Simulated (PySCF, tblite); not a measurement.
# Al18N19H17: electronic excitations

Wanted: electronic excitations for Al18N19H17.

Programs: tblite 0.8.0 and PySCF 2.14.0, with routines of our own; each step states its level. All values are computed. Atoms count from 0.

## 1. The starting structure

54 atoms, charge 0, multiplicity 1; geometry from: force field, distance geometry or constructed start.

## 2. Geometry optimisation with GFN2-xTB

What the job is given:

```
{"job": {"kind": "relax", "xc": "GFN2-xTB", "basis": "xTB"}, "charge": 0, "multiplicity": 1}
N     -4.671600     2.394500    -0.001600
Al    -6.238600     3.298900    -0.006900
N     -7.789000     2.394000     0.001000
Al    -7.794900     0.600700    -0.006200
N     -6.236400    -0.304900     0.003400
Al    -4.679800     0.595800    -0.002600
N      6.235500    -0.302000    -0.003300
Al     4.679900     0.599000     0.001500
N      3.120400    -0.305800    -0.000400
Al     3.114900    -2.104500     0.001600
N      4.674400    -3.004900    -0.002100
Al     6.232900    -2.105700    -0.000000
N      1.555400     2.397000     0.005000
Al     0.002200     3.295700    -0.002700
N     -1.561000     2.401400     0.000200
Al    -1.560700     0.596900     0.006300
N      0.000400    -0.301800     0.000900
Al     1.557700     0.592900    -0.001000
N     -9.353700    -0.301900     0.002500
Al    -9.350300    -2.102800     0.002700
N     -7.796500    -2.999900     0.001500
Al    -6.236300    -2.102200    -0.000200
N      4.679900     2.400900     0.006600
Al     3.113500     3.292000    -0.001500
Al    -3.117200     3.298900     0.000900
N     -3.123800    -0.304600     0.002500
Al    -3.117000    -2.101400    -0.000700
N     -1.559400    -3.003100     0.001200
Al     0.000600    -2.103300    -0.002000
N      1.559900    -3.003300     0.003400
N      9.356700    -0.303100    -0.001100
Al     7.792300     0.597600     0.000200
N      7.793200    -3.003600    -0.001900
Al     9.355200    -2.105000     0.003700
N     -4.675300    -3.001900    -0.003300
N      7.794700     2.398500    -0.002900
Al     6.234600     3.296400    -0.004100
H     -6.234500     4.838800    -0.002600
H     -8.693800     2.912400    -0.000100
H      4.671700    -4.040300     0.001200
H     -0.000100     4.834000     0.003800
H    -10.247800     0.210700     0.003700
H    -10.681900    -2.872700    -0.003600
H     -7.791600    -4.044200    -0.001800
H      3.114000     4.838000     0.002400
H     -3.119600     4.837900    -0.003400
H     -1.556400    -4.043600    -0.000600
H      1.558500    -4.041100     0.002300
H     10.255300     0.216700     0.000200
H      7.796100    -4.043000     0.002000
H     10.685900    -2.881000     0.003100
H     -4.669900    -4.042400    -0.000300
H      8.694500     2.915900     0.000100
H      6.232000     4.834700    -0.003000
```

Started as:

```bash
$ OMP_NUM_THREADS=4 python large_run.py task.json out
```

One launch serves the whole session: the jobs run in the order shown.

Output:

```text
step      E/eV     max force
  0   -2305.32843    1.055
  1   -2305.45207    0.406
  2   -2305.47513    0.207
  3   -2305.49281    0.150
  4   -2305.49707    0.104
  5   -2305.50128    0.104
  6   -2305.50446    0.131
  7   -2305.50914    0.138
  8   -2305.51253    0.101
  9   -2305.51456    0.065
 10   -2305.51572    0.060
 11   -2305.51679    0.060
 12   -2305.51789    0.065
 13   -2305.51890    0.053
 14   -2305.51985    0.050
 15   -2305.52094    0.060
 16   -2305.52240    0.073
 17   -2305.52430    0.073
 18   -2305.52649    0.102
 19   -2305.52871    0.108
 20   -2305.53063    0.076
 21   -2305.53217    0.072
 22   -2305.53337    0.062
 23   -2305.53436    0.060
 24   -2305.53525    0.063
 25   -2305.53601    0.057
 26   -2305.53661    0.042
 27   -2305.53704    0.034
 28   -2305.53736    0.030
 29   -2305.53759    0.027
 30   -2305.53777    0.025
 31   -2305.53792    0.022
 32   -2305.53806    0.018
```

Wall time 7.8 s (4 threads of Arm Neoverse N1, shared host); peak memory 0.16 GiB.

Step by step:

```tsv
step	energy from step 0 (eV)	largest force (eV/Å)
0	0.0000	1.0549
1	-0.1236	0.4059
2	-0.1467	0.2065
3	-0.1644	0.1499
4	-0.1686	0.1034
5	-0.1728	0.1040
6	-0.1760	0.1312
7	-0.1807	0.1385
8	-0.1841	0.1007
9	-0.1861	0.0647
11	-0.1884	0.0605
13	-0.1905	0.0530
15	-0.1925	0.0604
17	-0.1959	0.0733
18	-0.1981	0.1022
20	-0.2022	0.0753
22	-0.2049	0.0623
24	-0.2068	0.0627
26	-0.2082	0.0412
28	-0.2089	0.0295
29	-0.2092	0.0273
30	-0.2093	0.0257
31	-0.2095	0.0214
32	-0.2096	0.0184
```

Close pairs (by a distance rule), those that changed most:

```tsv
bond	before (Å)	after (Å)	change (Å)
N0–Al5	1.799	1.826	+0.027
N20–H43	1.044	1.017	-0.027
N2–H38	1.043	1.017	-0.026
N34–H51	1.041	1.016	-0.025
N27–H46	1.041	1.016	-0.025
Al7–N22	1.802	1.826	+0.024
N32–H49	1.039	1.017	-0.022
N29–H47	1.038	1.016	-0.022
```

The final coordinates are the input of the step that follows.

## 3. Electronic excitations: TDDFT PBE0/def2-SVP

What the job is given:

```
{"job": {"kind": "uv", "basis": "def2-SVP", "grid": 1, "kgrid": 0, "vcut": 1.5, "nstates": 6, "ntriplets": 2, "tda": false, "delta": ["ip_vertical"], "pop": true, "xc": "PBE0"}, "charge": 0, "multiplicity": 1}
N     -4.750305     2.425121    -0.000981
Al    -6.326419     3.316957    -0.001837
N     -7.877315     2.407655    -0.000511
Al    -7.898342     0.599512     0.000813
N     -6.320655    -0.298926    -0.000856
Al    -4.740501     0.599056    -0.000510
N      6.320505    -0.299173    -0.000776
Al     4.740799     0.599040    -0.000236
N      3.165307    -0.301923     0.000808
Al     3.150753    -2.116225     0.000639
N      4.723949    -2.991058     0.000439
Al     6.293600    -2.115385     0.000060
N      1.582547     2.404280     0.001421
Al     0.000377     3.276032     0.002262
N     -1.580979     2.402757     0.000983
Al    -1.579090     0.579298     0.000044
N      0.000937    -0.310313     0.001803
Al     1.580249     0.580619     0.001364
N     -9.447954    -0.333294     0.001844
Al    -9.451183    -2.130644    -0.000844
N     -7.876578    -2.996376    -0.000591
Al    -6.293597    -2.115095    -0.000661
N      4.750463     2.424917     0.000465
Al     3.159469     3.285546     0.001776
Al    -3.158008     3.283964    -0.001870
N     -3.164952    -0.301734     0.000536
Al    -3.150669    -2.115873     0.000340
N     -1.578092    -2.989940     0.000259
Al     0.000442    -2.125104     0.001501
N      1.578457    -2.990607     0.001272
N      9.446292    -0.333681    -0.000094
Al     7.897436     0.599919    -0.000589
N      7.876491    -2.997025     0.000525
Al     9.450694    -2.130777     0.001396
N     -4.723891    -2.990626     0.000252
N      7.876567     2.407909    -0.000335
Al     6.325785     3.317302    -0.000887
H     -6.344538     4.847508    -0.004385
H     -8.770128     2.894146    -0.001683
H      4.725926    -4.006736    -0.000421
H     -0.000012     4.811477     0.003372
H    -10.312361     0.202457     0.002684
H    -10.768956    -2.903554    -0.001700
H     -7.832453    -4.012472     0.000607
H      3.158477     4.823509     0.002105
H     -3.154821     4.822096    -0.003312
H     -1.583524    -4.005626    -0.000376
H      1.583464    -4.006240     0.002402
H     10.311317     0.200958     0.000113
H      7.831527    -4.013068     0.000487
H     10.769840    -2.900381     0.003535
H     -4.726277    -4.006299    -0.002248
H      8.769708     2.893778    -0.002002
H      6.345363     4.848111    -0.004394
```

With the program's defaults for keys left out, this is: TDDFT PBE0/def2-SVP, vertical, gas phase, core orbitals frozen in the response, virtual orbitals cut by energy.

Output:

```text
start: PBE on a coarse grid of 57059 points
cycle   1  E = -5407.4673694062  dE =  4.564e+00  |g| = 2.840e+00  |ddm| = 9.235e+00
cycle   2  E = -5398.7563513041  dE =  8.711e+00  |g| = 6.140e+00  |ddm| = 9.166e+00
cycle   3  E = -5409.2296216490  dE = -1.047e+01  |g| = 5.723e-01  |ddm| = 7.563e+00
cycle   4  E = -5409.2858009176  dE = -5.618e-02  |g| = 5.048e-01  |ddm| = 1.289e+00
cycle   5  E = -5409.3456210800  dE = -5.982e-02  |g| = 1.536e-01  |ddm| = 5.255e-01
cycle   6  E = -5409.3526837250  dE = -7.063e-03  |g| = 3.751e-02  |ddm| = 2.110e-01
cycle   7  E = -5409.3529362406  dE = -2.525e-04  |g| = 2.108e-02  |ddm| = 4.675e-02
cycle   8  E = -5409.3530397513  dE = -1.035e-04  |g| = 5.000e-03  |ddm| = 2.031e-02
final grid: 234809 points
cycle   9  E = -5410.7316183349  dE = -2.940e-02  |g| = 3.519e-02  |ddm| = 6.480e-01
cycle  10  E = -5410.7317313930  dE = -1.131e-04  |g| = 3.014e-02  |ddm| = 7.676e-02
cycle  11  E = -5410.7319140116  dE = -1.826e-04  |g| = 1.535e-02  |ddm| = 3.707e-02
cycle  12  E = -5410.7319633984  dE = -4.939e-05  |g| = 3.086e-03  |ddm| = 1.293e-02
cycle  13  E = -5410.7319647463  dE = -1.348e-06  |g| = 1.332e-03  |ddm| = 3.607e-03
cycle  14  E = -5410.7319640487  dE =  6.976e-07  |g| = 3.059e-04  |ddm| = 1.275e-03
cycle  15  E = -5410.7319652234  dE = -1.175e-06  |g| = 1.003e-04  |ddm| = 3.591e-04
cycle  16  E = -5410.7319670703  dE = -1.847e-06  |g| = 2.398e-05  |ddm| = 9.295e-05
converged SCF energy = -5410.7319670703

Static polarisability (au): isotropic 500.614, principal 293.277 511.024 697.542

Singlet excitations
state   eV       nm        f      main configurations
  1   4.7850    259.1   0.00000   H-1->L 0.45, H-2->L 0.30, H->L 0.08
  2   4.8027    258.2   0.00000   H->L 0.53, H-5->L 0.10, H-1->L 0.10
  3   4.8969    253.2   0.00000   H-2->L 0.33, H->L+1 0.23, H-1->L 0.14
  4   4.9717    249.4   0.00013   H-3->L 0.43, H-2->L+1 0.23, H-5->L 0.09
  5   5.0639    244.8   0.00000   H-4->L 0.72, H-6->L+1 0.08
  6   5.0707    244.5   0.00020   H-5->L 0.40, H-1->L+1 0.17, H->L+2 0.09

Triplet excitations (Tamm-Dancoff, eV): 4.6331 4.6470
```

It took 16 min on 4 threads of Arm Neoverse N1, shared host; peak memory 3.2 GiB.

Warnings kept with the result: ip_vertical: open-shell SCF did not converge.

Frontier orbitals and where they lie:

```tsv
orbital	eV	atoms
HOMO−4	-7.01	N12 14 %, N14 14 %, N0 7 %
HOMO−3	-6.97	N35 11 %, N2 11 %, N4 11 %
HOMO−2	-6.82	N29 11 %, N27 11 %, N2 10 %
HOMO−1	-6.73	N34 19 %, N18 15 %, N20 14 %
HOMO	-6.73	N10 17 %, N32 17 %, N30 16 %
LUMO	-1.06	Al15 10 %, Al17 10 %, Al28 8 %
LUMO+1	-0.72	Al7 9 %, Al5 9 %, Al11 7 %
LUMO+2	-0.27	Al3 9 %, Al31 9 %, Al11 6 %
LUMO+3	0.06	Al28 11 %, Al13 9 %, Al26 8 %
```

Ground-state properties from the same run:

```tsv
property	computed
dipole moment (D)	5.45
polarisability (Å³)	74.18
HOMO–LUMO gap (eV)	5.67
−ε(HOMO) (eV)	6.73
```

## 4. Outcome

| quantity | value |
| --- | --- |
| lowest singlet (PBE0/def2-SVP) | 4.79 eV (259 nm), f = 0.000 |
| brightest single state of those computed | state 6, 5.07 eV, f = 0.000 |
| lowest triplet | 4.63 eV |

What this shows: The lowest singlet, at 4.79 eV, is HOMO−1→LUMO 0.45, HOMO−2→LUMO 0.30 and is dark. The lowest triplet lies 0.15 eV below the lowest singlet (triplets in Tamm-Dancoff, singlets in full TDDFT).
